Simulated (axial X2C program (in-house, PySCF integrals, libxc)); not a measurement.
# Linear ZrCN at several levels

One table from this session's results is given with a row withheld; the runs are named, their logs left out.

Computed with an in-house X2C program for linear molecules on PySCF integrals. Level: all-electron X2C, two-component (2c) or spin-free, Zr dyall-v3z, C dyall-v3z, N dyall-av3z.

All values are calculated.

2 further runs of the same task are left out: 2 set aside as unsound or not needed.

Set-up of the first run:

task.json reads:

```json
{"zs": [40, 6, 7], "q": 0, "bas": ["dyall-v3z", "dyall-v3z", "dyall-av3z"], "r0": [2.24, 1.16], "symm": 0, "scan": ["PBE0", "HF", "BHandHLYP"], "levels": ["PBE0", "HF", "LDA"], "nst": 2}
```

Keys: zs atomic numbers; q charge; bas basis sets; r0 starting distance in Å; symm equal bonds; scan levels of the two-bond scan; levels methods; nst determinants followed.

Started as:

```
python solin.py task.json out
```

Masses Zr 89.905, C 12.000, N 14.003 u.

Steps of the session up to this table: Scan at PBE0, 2c; Scan at BHandHLYP, 2c; Scan at PBE0, spin-free.

One of the session's tables, all rows but one given; the rest of the session is left out.

```
               level  r(Zr–C) (Å)  lower stretch (cm⁻¹)  upper stretch (cm⁻¹)
            PBE0, 2c        2.198                 385.2                2207.8
       BHandHLYP, 2c        2.240                 374.2                2296.8
     PBE0, spin-free        2.198                 385.7                2207.1
BHandHLYP, spin-free            ?                     ?                     ?
```

**Question.** Estimate the row for BHandHLYP, spin-free.

As computed: r(Zr–C) (Å): 2.239; lower stretch (cm⁻¹): 374.7; upper stretch (cm⁻¹): 2296.2. In the column «r(Zr–C) (Å)» it lies between PBE0, spin-free (2.198) and BHandHLYP, 2c (2.240).

Scans not shown above were run alike.

The molecule was held linear; bending was not examined, so a bent shape may lie lower. Note: functional without a current term on a determinant with orbital currents, of the molecule or an atom. Note: several unpaired electrons, one determinant need not be a pure state.
